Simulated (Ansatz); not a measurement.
# In3Sb3 wurtzite hole sphere (In3Sb3H12): the relaxed shape and its frontier levels

What does In3Sb3 wurtzite hole sphere (In3Sb3H12) look like as a singlet, and where do its frontier electrons sit?

Method: RKS PBE0-D4/def2-TZVP; program: Ansatz 0.2.0, Gaussian basis.

Levels to be run: relaxation at PBE-D4/def2-SVP; a single point at PBE0-D4/def2-TZVP.

1 further run of the same task is left out (set aside as unsound or not needed).

**1. The starting structure**

18 atoms, charge 0, spin multiplicity 1.

Atoms are counted from 1 here; the program's logs count them from 0.

Bond lengths: Sb1–In2 2.853 Å, Sb1–In4 2.847 Å, Sb1–H7 1.690 Å, Sb1–H8 1.708 Å, In2–Sb3 2.849 Å, In2–H9 1.723 Å, In2–H10 1.732 Å, Sb3–In6 2.852 Å, Sb3–H11 1.706 Å, Sb3–H12 1.689 Å, In4–Sb5 2.856 Å, In4–H13 1.725 Å, In4–H14 1.735 Å, Sb5–In6 2.848 Å, Sb5–H15 1.705 Å, Sb5–H16 1.689 Å, In6–H17 1.732 Å, In6–H18 1.723 Å. Angles: In2–Sb1–In4 146.1°, In2–Sb1–H7 106.6°, In2–Sb1–H8 84.7°, In4–Sb1–H7 105.4°, In4–Sb1–H8 85.1°, H7–Sb1–H8 88.8°, Sb1–In2–Sb3 93.6°, Sb1–In2–H9 109.5°, Sb1–In2–H10 111.0°, Sb3–In2–H9 110.6°, Sb3–In2–H10 111.3°, H9–In2–H10 118.2°, In2–Sb3–In6 145.9°, In2–Sb3–H11 85.1°, In2–Sb3–H12 106.4°, In6–Sb3–H11 85.0°, In6–Sb3–H12 105.8°, H11–Sb3–H12 88.5° and more.

As a file:

```xyz
18

Sb   -0.0092   -2.4013    0.3177
In   -2.7358   -1.5662    0.4179
Sb   -2.0769    1.2034    0.3150
In    2.7165   -1.5883    0.4290
Sb    2.0926    1.1960    0.3122
In    0.0143    3.1396    0.4263
H     0.0051   -3.9166   -0.4309
H    -0.0091   -1.6775   -1.2293
H    -3.5383   -2.0516   -1.0275
H    -3.4586   -1.9857    1.9352
H    -1.4645    0.8515   -1.2378
H    -3.3830    1.9779   -0.4251
H     3.5177   -2.0560   -1.0251
H     3.4419   -1.9891    1.9533
H     1.4897    0.8537   -1.2450
H     3.4082    1.9658   -0.4156
H     0.0086    3.9668    1.9484
H    -0.0192    4.0777   -1.0187
```

In, Sb take a core potential in the def2 sets. No spin-orbit coupling is included.

The start is a GFN2-xTB geometry.

**2. Optimising with PBE-D4/def2-SVP**

Contents of in.yaml:

```yaml
crystal:
  periodic: [false, false, false]
  atoms:
    - {symbol: Sb, position_ang: [-0.009250, -2.401250, 0.317660]}
    - {symbol: In, position_ang: [-2.735810, -1.566160, 0.417870]}
    - {symbol: Sb, position_ang: [-2.076870, 1.203380, 0.314950]}
    - {symbol: In, position_ang: [2.716450, -1.588290, 0.428970]}
    - {symbol: Sb, position_ang: [2.092640, 1.195950, 0.312220]}
    - {symbol: In, position_ang: [0.014320, 3.139620, 0.426340]}
    - {symbol: H, position_ang: [0.005120, -3.916590, -0.430900]}
    - {symbol: H, position_ang: [-0.009050, -1.677520, -1.229300]}
    - {symbol: H, position_ang: [-3.538320, -2.051650, -1.027490]}
    - {symbol: H, position_ang: [-3.458580, -1.985700, 1.935200]}
    - {symbol: H, position_ang: [-1.464470, 0.851480, -1.237830]}
    - {symbol: H, position_ang: [-3.383010, 1.977890, -0.425120]}
    - {symbol: H, position_ang: [3.517650, -2.055980, -1.025080]}
    - {symbol: H, position_ang: [3.441940, -1.989110, 1.953320]}
    - {symbol: H, position_ang: [1.489670, 0.853720, -1.245000]}
    - {symbol: H, position_ang: [3.408170, 1.965770, -0.415600]}
    - {symbol: H, position_ang: [0.008620, 3.966760, 1.948420]}
    - {symbol: H, position_ang: [-0.019240, 4.077660, -1.018650]}
basis:
  gaussian: {orbitals: def2-SVP}
hamiltonian: {xc: pbe, dispersion: d4}
scf: {lower_state_search: "off"}
output: {orbitals: {seedname: orbitals}}
relax: {f_tol: 0.03, max_steps: 70}
```

The run is started by

```bash
$ ansatz run in.yaml --threads 2 --pin off --events-out ev --progress --plain --max-ram 32768MiB --backend cuda --devices 0, --max-vram 18GiB
```

The runs that follow: Single point, PBE0-D4/def2-TZVP.

Before running them: what should the planned runs give, taken together? Wanted: point group; commonest bond, hydrogen aside; HOMO, LUMO at PBE0-D4/def2-TZVP; dipole at PBE-D4/def2-SVP.

The runs gave:

```
                       quantity                            value
                    point group                              C3v
 commonest bond, hydrogen aside  In–Sb, 6 of mean length 2.913 Å
HOMO, LUMO at PBE0-D4/def2-TZVP                  -7.09, -1.57 eV
      dipole at PBE-D4/def2-SVP                           0.70 D
```

**Reading.** The molecule keeps its bonding pattern by the stored test; the atoms moved 0.68 Å (rms), and the angle In2–Sb1–H8 went from 85° to 105°. No usable vibrations, so a minimum isn't proven. Whether this spin is the lowest isn't tested here.
